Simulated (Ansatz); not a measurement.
**Ta3Si5C5N3: melt and quench**

This session takes Ta3Si5C5N3 and sets out to follow a random packing through a hot liquid and a fast quench, and see what structure it leaves.

Method: DFT PBE, scalar-relativistic, plane waves, PAW, in Ansatz 0.2.0.

## (1) Starting point

The cell holds 16 atoms (C5N3Si5Ta3): a = 5.531 Å, b = 5.986 Å, c = 5.876 Å, α = 90.14°, β = 87.21°, γ = 96.12°.

It is the last frame of an earlier stage of the same melt, run at 1600 K.

Coordinates:

```
Si C Ta N
1.0
     5.52089   -0.30690    0.13873
    -0.30690    5.97814   -0.00346
     0.13873   -0.00346    5.87397
Si C Ta N
5 5 3 3
Direct
  0.53377 0.56977 0.04241
  0.71459 0.35947 0.34203
  0.15501 0.44926 0.13907
  0.75398 0.36570 0.78709
  0.27813 0.92506 0.03218
  0.42103 0.97128 0.56786
  0.05817 0.14777 0.11410
  0.01320 0.56651 0.81867
  0.02778 0.60328 0.38427
  0.31519 0.16599 0.53951
  0.34701 0.56622 0.57550
  0.98892 0.90628 0.55396
  0.73239 0.96673 0.97103
  0.58989 0.84023 0.58887
  0.98853 0.77845 0.91331
  0.87383 0.11332 0.32552
```

## (2) Stage at 300 K

One k point, a Fermi-Dirac width of 0.050 eV and a fixed cell.

input.yaml reads:

```yaml
crystal:
  lattice:
    - [5.520887, -0.3069, 0.138732]
    - [-0.3069, 5.97814, -0.003456]
    - [0.138732, -0.003456, 5.873965]
  atoms:
    - { symbol: Si, position: [0.5337677847, 0.5697684681, 0.0424069321] }
    - { symbol: Si, position: [0.7145897661, 0.3594719631, 0.3420266609] }
    - { symbol: Si, position: [0.155006937, 0.4492636051, 0.1390677708] }
    - { symbol: Si, position: [0.753979715, 0.3656959914, 0.7870900025] }
    - { symbol: Si, position: [0.2781328393, 0.925055507, 0.0321783509] }
    - { symbol: C, position: [0.4210306173, 0.9712760324, 0.5678648906] }
    - { symbol: C, position: [0.05817443, 0.1477735297, 0.1141033787] }
    - { symbol: C, position: [0.0132036759, 0.5665131539, 0.8186677755] }
    - { symbol: C, position: [0.0277797012, 0.6032807041, 0.3842726916] }
    - { symbol: C, position: [0.3151931243, 0.1659916744, 0.5395133516] }
    - { symbol: Ta, position: [0.3470066813, 0.5662191681, 0.5754950447] }
    - { symbol: Ta, position: [0.9889179583, 0.9062761043, 0.5539624776] }
    - { symbol: Ta, position: [0.7323868461, 0.9667345805, 0.9710256197] }
    - { symbol: "N", position: [0.589885927, 0.8402322638, 0.5888726422] }
    - { symbol: "N", position: [0.9885289632, 0.7784511397, 0.913311166] }
    - { symbol: "N", position: [0.8738309426, 0.1133192174, 0.3255249064] }
  symmetry: { detect: false }
basis:
  ecutwfc: 420
  xc_grid: 1
kpoints:
  mp_grid: { grid: [1, 1, 1], shift: [0.25, 0.25, 0.25] }
hamiltonian:
  xc: pbe
scf:
  occupations: { method: fermi_dirac, width: 0.05 }
  lower_state_search: "off"
  convergence: { dr2_threshold: 1.0e-05 }
output:
  forces: true
  stress: true
md:
  timestep: 2.0
  n_steps: 250
  ensemble: nvt_langevin
  friction: 0.03
  temperature: 300.0
  initial_velocities: maxwell_boltzmann
  seed: 23772
```

Run with:

```sh
$ ansatz run input.yaml --threads 2 --pin off --max-ram 5120MiB --backend cpu --events-out ev --progress --plain --runs-dir out
```

Standard output, shortened:

```text
Warning: scf.convergence.dr2_threshold = 1e-5 eV is looser than this run's default, which is 1e-7 eV or tighter. The error in the forces grows as the threshold's square root, so leave the key out unless less accurate forces are enough
Warning: output.stress: scf.convergence.dr2_threshold = 1e-5 eV is looser than the 1.6e-9 eV advised for a printed stress (1e-10 eV for each atom of the cell: 16). What an SCF threshold leaves in a stress goes as its square root, and in the free energy as the threshold itself, and one [...]
Warning: RAYON_NUM_THREADS=2 ignored (pool sized by the plan → 2); use --threads N
[...]
Pseudopotentials: kind: paw
Pseudopotential: Si, paw, valence charge 4, recommended cutoff 420 eV (normal), Si.paw.azcp
Pseudopotential: C, paw, valence charge 4, recommended cutoff 420 eV (normal), C.paw.azcp
Pseudopotential: Ta, paw, valence charge 13, recommended cutoff 420 eV (normal), Ta.paw.azcp
Pseudopotential: N, paw, valence charge 5, recommended cutoff 420 eV (normal), N.paw.azcp
Functional definition: PBE
[...]
Crystal: 16 atoms, lattice volume = 193.200 Å³
Basis set: ecut = 420 eV, 3755 PW (Γ)
Bands: 63, of which v1, the nominal top of the filled ones, is band 47 counted from 1 (46 counted from 0)
Symmetry: 1 space group operations
k-points: 1
[...]
SCF iter   1: F=—  HF=-35376.136285 eV  |F-HF|=—  |Δ(HF+E_count)|=         —  Δρ=1.64e-2  dr2=5.63e-1  ethr=1.77e-3  ⟨swp⟩=7.0  Hψ=279  notcnv=0  defer=1
[...]
md step     0: t =     0.00 fs  T =   281.2 K  F+E_penalty+E_count = -35375.99737204 eV  E_kin = 0.581670 eV  P_inst = 5.3909 GPa  (6 SCF iters)
[...]
md step     9: t =    18.00 fs  T =   549.5 K  F+E_penalty+E_count = -35376.97589902 eV  E_kin = 1.136468 eV  P_inst = 3.5812 GPa  (3 SCF iters)
[...]
md step    18: t =    36.00 fs  T =   466.9 K  F+E_penalty+E_count = -35377.54945820 eV  E_kin = 0.965522 eV  P_inst = 3.0473 GPa  (3 SCF iters)
[...]
md step    27: t =    54.00 fs  T =   331.7 K  F+E_penalty+E_count = -35377.93839420 eV  E_kin = 0.686050 eV  P_inst = 3.6557 GPa  (3 SCF iters)
[...]
md step    36: t =    72.00 fs  T =   329.2 K  F+E_penalty+E_count = -35377.82412572 eV  E_kin = 0.680742 eV  P_inst = 2.5614 GPa  (3 SCF iters)
md step    37: t =    74.00 fs  T =   283.0 K  F+E_penalty+E_count = -35377.82900731 eV  E_kin = 0.585321 eV  P_inst = 2.4871 GPa  (3 SCF iters)
md step    38: t =    76.00 fs  T =   281.5 K  F+E_penalty+E_count = -35377.83204523 eV  E_kin = 0.582157 eV  P_inst = 2.5164 GPa  (3 SCF iters)
```

## (3) The output, continued: Langevin dynamics at 300 K from the last frame before

Output, continued, shortened:

```text
md step    39: t =    78.00 fs  T =   320.1 K  F+E_penalty+E_count = -35377.83987906 eV  E_kin = 0.662087 eV  P_inst = 2.6527 GPa  (3 SCF iters)
[...]
md step    69: t =   138.00 fs  T =   429.8 K  F+E_penalty+E_count = -35377.89965681 eV  E_kin = 0.888816 eV  P_inst = 2.8124 GPa  (3 SCF iters)
[...]
md step    99: t =   198.00 fs  T =   267.7 K  F+E_penalty+E_count = -35377.94120209 eV  E_kin = 0.553713 eV  P_inst = 2.4342 GPa  (3 SCF iters)
[...]
md step   129: t =   258.00 fs  T =   239.7 K  F+E_penalty+E_count = -35377.78373968 eV  E_kin = 0.495831 eV  P_inst = 1.1562 GPa  (3 SCF iters)
[...]
md step   158: t =   316.00 fs  T =   225.9 K  F+E_penalty+E_count = -35377.96484530 eV  E_kin = 0.467295 eV  P_inst = 4.4831 GPa  (4 SCF iters)
md step   159: t =   318.00 fs  T =   225.6 K  F+E_penalty+E_count = -35377.99017865 eV  E_kin = 0.466543 eV  P_inst = 4.1425 GPa  (3 SCF iters)
```

## (4) More of the same log: Langevin dynamics at 300 K from the last frame before

The log, continued, shortened:

```text
md step   160: t =   320.00 fs  T =   234.0 K  F+E_penalty+E_count = -35378.00077297 eV  E_kin = 0.483892 eV  P_inst = 3.7368 GPa  (6 SCF iters)
[...]
md step   182: t =   364.00 fs  T =   288.6 K  F+E_penalty+E_count = -35378.13145389 eV  E_kin = 0.596775 eV  P_inst = 2.5353 GPa  (3 SCF iters)
[...]
md step   204: t =   408.00 fs  T =   276.1 K  F+E_penalty+E_count = -35378.20705716 eV  E_kin = 0.571075 eV  P_inst = 1.7947 GPa  (3 SCF iters)
[...]
md step   226: t =   452.00 fs  T =   383.7 K  F+E_penalty+E_count = -35378.13133226 eV  E_kin = 0.793611 eV  P_inst = 5.1408 GPa  (3 SCF iters)
[...]
md step   248: t =   496.00 fs  T =   355.1 K  F+E_penalty+E_count = -35378.24386672 eV  E_kin = 0.734506 eV  P_inst = 3.5073 GPa  (3 SCF iters)
md step   249: t =   498.00 fs  T =   415.7 K  F+E_penalty+E_count = -35378.21760287 eV  E_kin = 0.859657 eV  P_inst = 3.6596 GPa  (3 SCF iters)
[...]
SCF converged after 6 iterations
Free energy (F): -35378.187970 eV
[...]
E sigma→0 (E₀):  -35378.187893 eV
Entropy (-TS):   -0.000155 eV (-0.010 meV/atom)
Fermi energy:    12.139424 eV
[...]
--- Forces (eV/Å), atoms counted from 1 ---
  atom   1  Si    -0.10420679    -0.31532428    -0.24301591
  atom   2  Si    -0.50485460    -0.22483475    -0.59458828
  atom   3  Si     0.90978791    -1.26756966    -1.29084519
  atom   4  Si    -0.30590934    -0.82744273     0.77053567
  atom   5  Si     0.07144333     0.83248414    -0.55171213
  atom   6  C     -0.64867912     0.68348095     0.58647122
  atom   7  C      0.38652098     0.39165892     0.10114255
  atom   8  C      0.02604275     0.92534694     0.38265556
[...]
--- Stress (GPa, compression-positive) ---
        5.131757       1.589907      -6.650071
        1.589907      -0.321863      -2.641687
       -6.650071      -2.641687       5.071905
  P = ⅓ Tr σ = 3.2939 GPa (32.939 kbar)
--- MD trajectory: 250 steps, t = 0.0 → 500.0 fs ---
  final state: T = 394.3 K   F+E_penalty+E_count = -35378.18797029 eV   E_kin = 0.815425 eV
```

Wall time 2.3 min (2 threads of Arm Neoverse V2, shared host); peak memory 0.4 GiB.

## (5) Frames and traces

The trajectory, every 18 steps (energies from step 0); msd is the mean square displacement from the start, the centre of mass held:

```
time (fs)  T (K)  potential energy change (meV/atom)  pressure (GPa)  msd Si (Å²)  msd C (Å²)  msd N (Å²)  msd Ta (Å²)
      0.0    281                                 0.0             5.4        0.000       0.000       0.000        0.000
     36.0    467                               -97.0             3.0        0.038       0.035       0.042        0.004
     72.0    329                              -114.2             2.6        0.088       0.036       0.037        0.014
    108.0    267                              -110.3             3.7        0.105       0.048       0.050        0.022
    144.0    312                              -114.6             1.8        0.111       0.058       0.043        0.029
    180.0    347                              -117.7             3.4        0.061       0.066       0.032        0.021
    216.0    369                              -131.5             0.6        0.075       0.076       0.024        0.017
    252.0    321                              -122.1             1.4        0.092       0.051       0.038        0.018
    288.0    276                              -129.5             0.4        0.110       0.066       0.019        0.016
    324.0    173                              -124.3             3.2        0.120       0.071       0.044        0.013
    360.0    293                              -135.6             2.5        0.091       0.101       0.032        0.019
    396.0    298                              -130.3             2.3        0.086       0.069       0.035        0.034
    432.0    367                              -129.6             5.4        0.184       0.056       0.043        0.044
    468.0    360                              -125.1             4.3        0.292       0.124       0.076        0.056
    500.0    394                              -136.9             3.7        0.242       0.110       0.115        0.062
```

time (fs), T (K) and a bar:
```
      0.0        281 #########
     22.0        561 ##############################
     44.0        483 ########################
     66.0        320 ############
     86.0        334 #############
    108.0        267 #######
    130.0        365 ###############
    152.0        257 #######
    174.0        378 ################
    196.0        298 ##########
    218.0        345 ##############
    240.0        283 #########
    260.0        243 ######
    282.0        290 #########
    304.0        290 #########
    326.0        169 
    348.0        288 #########
    370.0        282 #########
    392.0        252 ######
    414.0        392 #################
    434.0        399 ##################
    456.0        323 ############
    478.0        316 ###########
    500.0        394 #################
```

Bonds that form or break, judged by distance (formed within 1.15 times the sum of covalent radii and held on average over 12 fs, broken when stretched by half; pairs already stretched at the start don't count as bonds):

```
time (fs)     bond  event
    346.0   Si5–C6  forms
    458.0  Si5–C10  forms
```

Pair distribution over the second half of the run:

```
r (Å)  g Si–Si  g Si–C  g C–C
 0.68     0.00    0.00   0.00
 0.84     0.00    0.00   0.00
 1.00     0.00    0.00   0.00
 1.16     0.00    0.00   0.00
 1.32     0.00    0.00   0.99
 1.48     0.00    0.00   3.60
 1.64     0.00    0.03   0.00
 1.80     0.00    3.14   0.00
 1.96     0.00    3.57   0.00
 2.12     1.05    0.54   0.00
 2.28     2.79    0.15   0.00
 2.44     2.48    0.21   0.00
 2.60     1.37    0.95   0.54
```

First peaks of g(r) (not always the tallest), and, where a minimum follows, the mean number of second-named atoms round a first-named one up to the next minimum:

```
 pair  peak (Å)  height  minimum (Å)  neighbours
Si–Si      2.36     2.9            -           -
 Si–C      1.88     4.6         2.28         1.4
  C–C      1.48     3.6         1.64         0.4
```

## (6) Snapshots as a file

Extended XYZ, with forces in eV/Å:

```xyz
16
Lattice="5.521 -0.307 0.139 -0.307 5.978 -0.003 0.139 -0.003 5.874" Properties=species:S:1:pos:R:3:forces:R:3 pbc="T T T" time_fs=84.0 T=354 dE=-1.9215
Si    2.850    3.243    0.449    0.282    0.014   -0.436
Si    4.175    2.120    2.147   -0.158    0.165    0.651
Si    0.717    2.784    0.376   -0.227   -1.891    0.687
Si    3.880    1.946    4.551    0.839    0.265    0.155
Si    1.061    5.592    0.156    0.667   -0.501   -0.083
C     1.988    5.643    3.441    1.048    0.086    0.621
C     0.217    0.963    0.602    0.350    1.925   -0.402
C    -0.036    3.404    4.727   -0.166   -0.049   -1.327
C     0.166    3.620    1.902   -0.242   -0.032    0.800
C     1.787    0.963    3.375   -0.474   -0.317    0.035
Ta    1.797    3.253    3.479    0.891   -0.727   -0.154
Ta    5.301    5.085    3.217    0.367    0.618   -0.261
Ta    3.825    5.585    5.887   -0.151    0.666   -0.653
N     3.191    4.934    3.651   -1.655   -0.373   -0.227
N     5.386    4.444    5.272   -0.811   -0.104    0.298
N     4.852    0.446    1.839   -0.559    0.255    0.298
16
Lattice="5.521 -0.307 0.139 -0.307 5.978 -0.003 0.139 -0.003 5.874" Properties=species:S:1:pos:R:3:forces:R:3 pbc="T T T" time_fs=166.0 T=299 dE=-1.9187
Si    2.941    3.218    0.323   -0.072   -0.010   -0.026
Si    4.153    2.110    2.130    0.114    1.151    0.068
Si    0.828    2.608    0.373   -0.827    2.222    0.482
Si    4.049    1.929    4.531   -0.165    0.257   -0.184
Si    1.107    5.565    0.131   -0.562   -1.186   -0.050
C     2.020    5.701    3.549   -1.557    0.358   -0.178
C     0.293    0.954    0.624   -1.526   -0.721    0.466
C    -0.016    3.406    4.629    0.360    0.826    0.726
C     0.170    3.622    1.850    0.347   -0.799    0.196
C     1.756    0.987    3.360   -0.020   -0.639   -0.020
Ta    1.792    3.122    3.507    0.266    0.940   -0.414
Ta    5.273    5.123    3.173    0.824   -0.103    0.373
Ta    3.848    5.619    5.817   -0.221    0.034   -0.173
N     3.082    4.903    3.700    0.671   -0.530   -0.664
N     5.336    4.419    5.277    0.949   -1.209   -0.497
N     4.733    0.480    1.784    1.419   -0.590   -0.108
16
Lattice="5.521 -0.307 0.139 -0.307 5.978 -0.003 0.139 -0.003 5.874" Properties=species:S:1:pos:R:3:forces:R:3 pbc="T T T" time_fs=250.0 T=327 dE=-2.0121
Si    2.839    3.113    0.106   -0.049    0.301    0.002
Si    4.124    2.113    1.989   -0.307    0.157    0.647
Si    0.698    2.563    0.245   -0.154    0.547    0.128
Si    3.969    1.704    4.446   -0.007    1.709   -1.177
Si    1.008    5.384    0.049   -0.094   -0.443   -0.002
C     1.980    5.541    3.357    0.465    0.175    0.514
C     0.211    0.843    0.532    0.296    0.443   -0.755
C    -0.093    3.311    4.511    0.430    0.281    0.230
C     0.155    3.534    1.764   -0.061    0.055   -0.308
C     1.694    0.864    3.280    0.354   -0.799    0.269
Ta    1.739    3.139    3.370    1.408   -0.698   -0.095
Ta    5.306    5.056    3.137   -0.462   -0.015   -1.460
Ta    3.766    5.550    5.741   -0.581   -0.748    0.206
N     3.127    4.754    3.353   -1.118    0.461    0.318
N     5.255    4.360    5.071    0.427   -1.390    1.135
N     4.787    0.404    1.713   -0.546   -0.039    0.350
16
Lattice="5.521 -0.307 0.139 -0.307 5.978 -0.003 0.139 -0.003 5.874" Properties=species:S:1:pos:R:3:forces:R:3 pbc="T T T" time_fs=334.0 T=214 dE=-2.0582
Si    2.849    3.181    0.282   -0.798   -1.197   -0.038
Si    4.191    1.993    2.087   -0.212    0.312   -0.243
Si    0.653    2.639    0.275    1.290   -0.778    1.032
Si    3.970    1.841    4.430    0.131   -0.448    0.727
Si    0.998    5.441   -0.207    1.404    0.750   -0.068
C     1.983    5.469    3.641    0.035    0.028    0.107
C     0.206    0.868    0.419    0.210    0.734   -0.681
C    -0.010    3.268    4.604   -0.577   -0.482   -1.084
C     0.185    3.504    1.877   -0.330   -1.177   -0.787
C     1.635    0.738    3.260    0.844    0.059    0.341
Ta    1.792    3.056    3.344    0.166   -0.791    0.694
Ta    5.235    4.938    3.134    0.492    0.791   -0.088
Ta    3.781    5.476    5.752   -0.311    0.841   -0.486
N     3.150    4.647    3.482   -0.786    1.182   -0.452
N     5.293    4.265    5.152   -1.008    0.506    0.335
N     4.853    0.323    1.660   -0.550   -0.334    0.694
16
Lattice="5.521 -0.307 0.139 -0.307 5.978 -0.003 0.139 -0.003 5.874" Properties=species:S:1:pos:R:3:forces:R:3 pbc="T T T" time_fs=416.0 T=343 dE=-2.2388
Si    2.966    3.064    0.311   -0.707   -0.220   -0.239
Si    4.105    1.951    2.112    0.338    0.556    0.558
Si    0.778    2.628    0.534    1.176   -0.307   -0.969
Si    4.121    1.781    4.510   -0.115   -0.151    0.444
Si    1.112    5.548   -0.396   -0.693    0.876    0.101
C     1.946    5.524    3.561    0.445   -1.218    0.833
C     0.177    0.942    0.418   -0.160   -1.013   -0.443
C     0.070    3.231    4.804   -0.332   -1.112   -0.627
C     0.191    3.341    2.046   -1.159    0.635    0.955
C     1.759    0.808    3.194   -0.482    0.480    0.304
Ta    1.794    2.928    3.495    0.292   -0.271   -0.462
Ta    5.159    4.941    3.087    0.801    0.603   -0.275
Ta    3.812    5.473    5.749    0.356   -0.741   -0.294
N     3.080    4.621    3.409    0.056    1.029   -0.045
N     5.334    4.231    5.210   -0.269    1.527    0.279
N     4.772    0.338    1.675    0.451   -0.672   -0.123
16
Lattice="5.521 -0.307 0.139 -0.307 5.978 -0.003 0.139 -0.003 5.874" Properties=species:S:1:pos:R:3:forces:R:3 pbc="T T T" time_fs=500.0 T=394 dE=-2.1906
Si    2.839    3.135    0.589   -0.104   -0.315   -0.243
Si    4.121    1.898    2.393   -0.505   -0.225   -0.595
Si    0.625    2.799    0.619    0.910   -1.268   -1.291
Si    4.074    1.881    4.757   -0.306   -0.827    0.771
Si    1.037    5.816   -0.467    0.071    0.832   -0.552
C     2.027    5.269    3.616   -0.649    0.683    0.586
C    -0.020    1.059    0.310    0.387    0.392    0.101
C     0.049    3.301    4.810    0.026    0.925    0.383
C     0.114    3.303    2.236   -0.737    0.209    0.282
C     1.708    0.626    3.365    0.243   -0.308    0.563
Ta    1.830    2.895    3.605    0.087   -0.428   -0.553
Ta    5.152    4.961    3.082    1.393   -0.476   -0.418
Ta    3.710    5.435    5.757   -0.021   -0.042   -0.338
N     3.137    4.451    3.337    0.312    1.556   -0.029
N     5.354    4.392    5.155   -1.053   -0.774    0.207
N     4.732    0.307    1.604   -0.053    0.064    1.128
```

## (7) Summary of the stages

Means over the second half of each stage, earlier sessions' stages included (the first, hottest stages at a lower cutoff are left out); the pressure holds its kinetic part:

```
thermostat (K)  duration (fs)  mean T (K)  mean P (GPa)  mean potential energy over the last stage (meV/atom)  largest msd at the end (Å²)  wall time
          4000            500        4125          17.6                                                   599                         7.18    2.9 min
          2880            500        2925          11.9                                                   414                         2.79    2.7 min
          1600            500        1580           7.4                                                   156                         1.68    2.5 min
           300            500         307           3.3                                                     0                         0.22    2.3 min
```

## (8) What came out

| quantity | value |
| --- | --- |
| 300 K: length | 250 steps of 2 fs |
| 300 K: temperature, first and last step | 281 and 394 K |
| 300 K: temperature, second half | mean 307 K, from 163 to 476 K |

**Reading.** Against a set 300 K the second half averages 307 K with a spread of 65 K (in equilibrium 16 atoms would scatter by about 61 K, over a far longer run). The set temperature drops by 3700 K in 1500 fs, about 2×10^15 K/s: far faster than any laboratory quench, and in so small a cell the end may be disordered or ordered by chance. Averages from a run of 500 fs with 16 atoms are rough. Spin-orbit coupling is left out for Ta.
